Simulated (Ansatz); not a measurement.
SrSbPt, space group P-6m2, a charge-density difference against the sublattices

Computed with Ansatz 0.2.0 through its Python package.

Typed at the interpreter:
```pycon
>>> import ansatz as az
>>> import numpy as np
>>> VECTORS = np.array([
...     [4.507174, 0.0, 0.0],
...     [-2.253587, 3.903327, 0.0],
...     [0.0, 0.0, 4.639981],
... ])
>>> SITES = [
...     ("Sr", [0.0, 0.0, 0.0]),
...     ("Sb", [2 / 3, 1 / 3, 0.5]),
...     ("Pt", [1 / 3, 2 / 3, 0.5]),
... ]
>>> def crystal_on(cell):
...     crystal = az.Crystal(lattice=az.Lattice.of(cell))
...     for symbol, position in SITES:
...         crystal = crystal.atom(symbol, position)
...     return crystal
...
>>> # same cell, cutoff and mesh for the crystal and its parts
>>> def solve(crystal):
...     return (
...         crystal.calculation()
...         .functional("PBEsol")
...         .occupations("Fermi-Dirac")  # fractional filling near the Fermi level
...         .scf(tolerance=1e-07, max_iterations=150)
...         .basis(460, grid_basis="typed")  # cutoff of the orbital basis
...         .kpoints(7, 7, 6)
...         .density()
...         .run(threads=1)
...     )
...
>>> whole = solve(crystal_on(VECTORS))
>>> difference = whole.density().channels[0].density_e_per_ang3.copy()
>>> binding = whole.report["free_energy_ev"]
>>> for element in ["Sr", "Sb", "Pt"]:
...     part = az.Crystal(lattice=az.Lattice.of(VECTORS))
...     for symbol, position in SITES:
...         if symbol == element:
...             part = part.atom(symbol, position)
...     alone = solve(part)
...     difference -= alone.density().channels[0].density_e_per_ang3
...     binding -= alone.report["free_energy_ev"]
...     print(f"{element} sublattice: {alone.report['n_electrons']:g} electrons, {alone.report['n_iterations']} iterations")
...
Sr sublattice: 10 electrons, 6 iterations
Sb sublattice: 15 electrons, 6 iterations
Pt sublattice: 18 electrons, 7 iterations
>>> voxel = abs(np.linalg.det(VECTORS)) / difference.size
>>> print(f"energy of the crystal less its unpolarised sublattices: {binding / len(SITES):.4f} eV/atom")
energy of the crystal less its unpolarised sublattices: -3.9257 eV/atom
>>> print(f"net charge of the difference {difference.sum() * voxel:.5f} e, charge rearranged {0.5 * np.abs(difference).sum() * voxel:.3f} e")
net charge of the difference 0.00000 e, charge rearranged 0.725 e
>>> print(f"extremes {difference.min():.4f} and {difference.max():.4f} e/A^3")
extremes -0.1676 and 0.1297 e/A^3
>>> for (symbol, position) in SITES:
...     index = tuple(int(round(p * n)) % n for p, n in zip(position, difference.shape))
...     print(f"  change of the pseudo-density at the grid point nearest {symbol}: {difference[index]:+.4f} e/A^3")
...
  change of the pseudo-density at the grid point nearest Sr: -0.0432 e/A^3
  change of the pseudo-density at the grid point nearest Sb: +0.1297 e/A^3
  change of the pseudo-density at the grid point nearest Pt: +0.1068 e/A^3
>>> profile = difference.mean(axis=(0, 1))
>>> print("planar mean along the third vector:", np.round(profile[:: max(len(profile) // 12, 1)], 4))
planar mean along the third vector: [-0.016  -0.0098  0.0016  0.0123  0.01   -0.0049 -0.0024 -0.0049  0.01
  0.0123  0.0016 -0.0098]
```

Notes:
- The settings weren't tested for convergence.
- For a metal this k-point mesh is coarse: on a finer one energies can move by several to tens of meV an atom and pressures by half a GPa or more, differences at one mesh by less.
- Spin-orbit coupling, which matters for elements this heavy, is left out.
- Densities and potentials on the grid are those of the valence electrons, and inside the cores they hang on the potentials used.
- This cell is a computed structure, which may not be the phase found in nature.
- Charge moved counts every rearrangement, bonding and polarisation too, and is no transfer between atoms; the bare sublattices are artificial references. Values near the nuclei depend on the potentials.
- Finished in 11 s on 1 thread of Arm Neoverse V2 (shared host), peak memory 0.42 GiB.
